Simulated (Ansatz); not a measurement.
**C₂H₆AlClSi: a ladder of functionals and wavefunction methods**

The task here is to estimate one member of a computed series from the others.

Program: Ansatz 0.2.0, Gaussian basis. Level of theory: functionals in def2-TZVPP, the program's frozen cores in correlated methods. These are calculated values, not measurements.

Levels to be run: PBE-D4, r2SCAN-D4, PBE0-D4, B3LYP-D4, ωB97X-V, ωB97M-V, B2PLYP; CCSD(T)/def2-TZVPP; MP2/def2-QZVPP; extrapolation to the limit.

## The geometry

The geometry comes from an earlier relaxation with PBE0-D4 in a triple-zeta def2 set; it is a stationary point, not always the lowest conformer.

11 atoms, charge 0, spin multiplicity 1.

Atoms are counted from 1 here; the program's logs count them from 0.

Bond lengths: Cl1–C2 1.899 Å, Cl1–Al5 2.409 Å, C2–C3 1.519 Å, C2–Al5 1.984 Å, C2–H6 1.088 Å, C3–Si4 1.931 Å, C3–H7 1.098 Å, C3–H8 1.094 Å, Si4–Al5 2.430 Å, Si4–H9 1.490 Å, Si4–H10 1.492 Å, Al5–H11 1.581 Å. Angles: C2–Cl1–Al5 53.3°, Cl1–C2–C3 106.9°, Cl1–C2–Al5 76.6°, Cl1–C2–H6 103.8°, C3–C2–Al5 102.6°, C3–C2–H6 117.9°, Al5–C2–H6 136.6°, C2–C3–Si4 103.8°, C2–C3–H7 106.3°, C2–C3–H8 114.6°, Si4–C3–H7 106.8°, Si4–C3–H8 117.1°, H7–C3–H8 107.6°, C3–Si4–Al5 77.2°, C3–Si4–H9 113.6°, C3–Si4–H10 110.4°, Al5–Si4–H9 120.7°, Al5–Si4–H10 123.7° and more.

Set-up of the first run:

Input file in.yaml:

```yaml
crystal:
  periodic: [false, false, false]
  atoms:
    - {symbol: Cl, position_ang: [-0.647177, 1.458600, 1.509261]}
    - {symbol: C, position_ang: [-1.165332, 0.374988, 0.038905]}
    - {symbol: C, position_ang: [-0.044913, 0.451653, -0.983800]}
    - {symbol: Si, position_ang: [1.393115, -0.544818, -0.166469]}
    - {symbol: Al, position_ang: [-0.463587, -0.937677, 1.350673]}
    - {symbol: H, position_ang: [-2.139777, 0.767649, -0.242234]}
    - {symbol: H, position_ang: [-0.380142, -0.130215, -1.852260]}
    - {symbol: H, position_ang: [0.184134, 1.463269, -1.332495]}
    - {symbol: H, position_ang: [2.547254, 0.302914, 0.246671]}
    - {symbol: H, position_ang: [1.919915, -1.570399, -1.113074]}
    - {symbol: H, position_ang: [-1.138191, -1.692863, 2.565321]}
basis:
  gaussian: {orbitals: def2-TZVPP}
hamiltonian: {xc: pbe, dispersion: d4}
output: {forces: true, orbitals: {seedname: orbitals}}
```

Run with:

```
$ ansatz run in.yaml --threads 4 --pin off --events-out ev --progress --plain --max-ram 10444MiB
```

Steps of the session up to this table: PBE-D4 (GGA); r2SCAN-D4 (meta-GGA); PBE0-D4 (hybrid); B3LYP-D4 (hybrid); ωB97X-V (range-separated); ωB97M-V (range-separated); B2PLYP (double hybrid); CCSD(T) in def2-TZVPP; MP2 in def2-QZVPP.

One of the session's tables, all rows but one given; the rest of the session is left out.

| method | atomisation energy (kJ/mol) |
| --- | --- |
| PBE-D4 | 3690.0 |
| r2SCAN-D4 | 3660.3 |
| PBE0-D4 | 3652.1 |
| B3LYP-D4 | 3613.6 |
| ωB97X-V | 3658.4 |
| ωB97M-V | 3648.8 |
| B2PLYP | 3572.0 |
| HF/def2-TZVPP | 2669.5 |
| MP2/def2-TZVPP | 3583.2 |
| CCSD/def2-TZVPP | 3480.0 |
| CCSD(T)/def2-TZVPP | 3539.3 |
| MP2/CBS | ? |
| CCSD(T)/CBS | 3637.0 |

Q: Estimate the row for MP2/CBS from the others.

**Answer.** atomisation energy (kJ/mol): 3680.8. In the column «atomisation energy (kJ/mol)» it lies between r2SCAN-D4 (3660.3) and PBE-D4 (3690.0).

Limits of these values: Free atoms (1 Cl, 2 C, 1 Si, 1 Al, 6 H) were run apart at each level; the atomisation energy is their sum less the molecule, without zero-point or spin-orbit terms.
